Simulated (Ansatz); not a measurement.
# CdSe: pressure up to the limit of the methods

One table from this session's results is given with a row withheld; the runs are named, their logs left out.

Computed with Ansatz 0.2.0 (DFT LDA, with the methods named in each step, unless a step's input says otherwise).

1 further run of the same task is left out (it didn't finish). Runs told in other sessions of the task aren't counted.

## Starting point

The structure is cubic, space group F-43m (No. 216). Conventional cell: a = 6.211 Å, b = 6.211 Å, c = 6.211 Å, α = 90.00°, β = 90.00°, γ = 90.00°. Cd (site symmetry -43m) has 4 Se at 2.69 Å in its first shell of neighbours. Se (site symmetry -43m) has 4 Cd at 2.69 Å in its first shell of neighbours.

As a file:

```cif
data_structure
_symmetry_space_group_name_H-M 'P 1'
_symmetry_Int_Tables_number 1
_cell_length_a 4.3916
_cell_length_b 4.3916
_cell_length_c 4.3916
_cell_angle_alpha 60.000
_cell_angle_beta 60.000
_cell_angle_gamma 60.000
_cell_volume 59.89
loop_
_atom_site_label
_atom_site_type_symbol
_atom_site_fract_x
_atom_site_fract_y
_atom_site_fract_z
_atom_site_occupancy
Cd1 Cd 0.00000 0.00000 0.00000 1
Se1 Se 0.25000 0.25000 0.25000 1
```

Whether this phase is the stable one at these pressures isn't tested.

Atoms are numbered in the order of the input: Cd1, Se2.

The first run:

input.yaml

```yaml
crystal:
  lattice:
    - [0.0, 3.1053142479, 3.1053142479]
    - [3.1053142479, 0.0, 3.1053142479]
    - [3.1053142479, 3.1053142479, 0.0]
  atoms:
    - { symbol: Cd, position: [0.0, 0.0, 0.0] }
    - { symbol: Se, position: [0.25, 0.25, 0.25] }
kpoints:
  mp_grid: { grid: [12, 12, 12] }
scf:
  occupations: { method: fermi_dirac, width: 0.05 }
hamiltonian:
  xc: lda
  pseudopotentials: { kind: paw }
output:
  forces: true
  stress: true
  write_density: true
  write_potential: true
  elf: true
  volumetric_format: npy
relax:
  f_tol: 0.005
  max_steps: 40
  cell: {}
```

Command:

```
$ ansatz run input.yaml --threads 1 --pin off --max-ram 2048MiB --backend cpu --events-out ev --progress --plain --runs-dir out
```

Among the steps run: Cell relaxed at zero pressure, PAW; Volume scaled by 1, PAW; Volume scaled by 0.92, PAW; Volume scaled by 0.92, PAW (core large); Volume scaled by 0.84, PAW; Volume scaled by 0.76, PAW; Volume scaled by 0.68, PAW; Volume scaled by 0.6, PAW; Volume scaled by 0.52, PAW; Volume scaled by 0.52, PAW (core large); Volume scaled by 0.45, PAW; Volume scaled by 0.45, PAW (cutoff 300 eV).

One of the session's tables, all rows but one given; the rest of the session is left out.

```
             method  volume over the first  volume (Å³/atom)  pressure (GPa)  gap on the k mesh (eV)
                PAW                      1            27.118           -0.03                    0.40
                PAW                   0.92            24.949            5.83                    0.57
                PAW                   0.84            22.780           15.13                    0.73
                PAW                   0.76            20.610           30.15                    0.90
                PAW                   0.68            18.441           54.97                    1.03
                PAW                    0.6            16.271           97.49                    1.10
                PAW                   0.52                 ?               ?                       ?
                PAW                   0.45            12.203          295.97                    0.66
   PAW (core large)                   0.92            24.949            5.87                    0.58
   PAW (core large)                   0.52            14.102          175.25                    1.05
PAW (cutoff 300 eV)                   0.45            12.203          298.35                    0.66
```

Q: Estimate the row for PAW, 0.52 from the others.

As computed: volume (Å³/atom): 14.102; pressure (GPa): 173.90; gap on the k mesh (eV): 1.03.

Limits of these values: Warnings in the runs' records: datasets by core, cutoff below recommended.
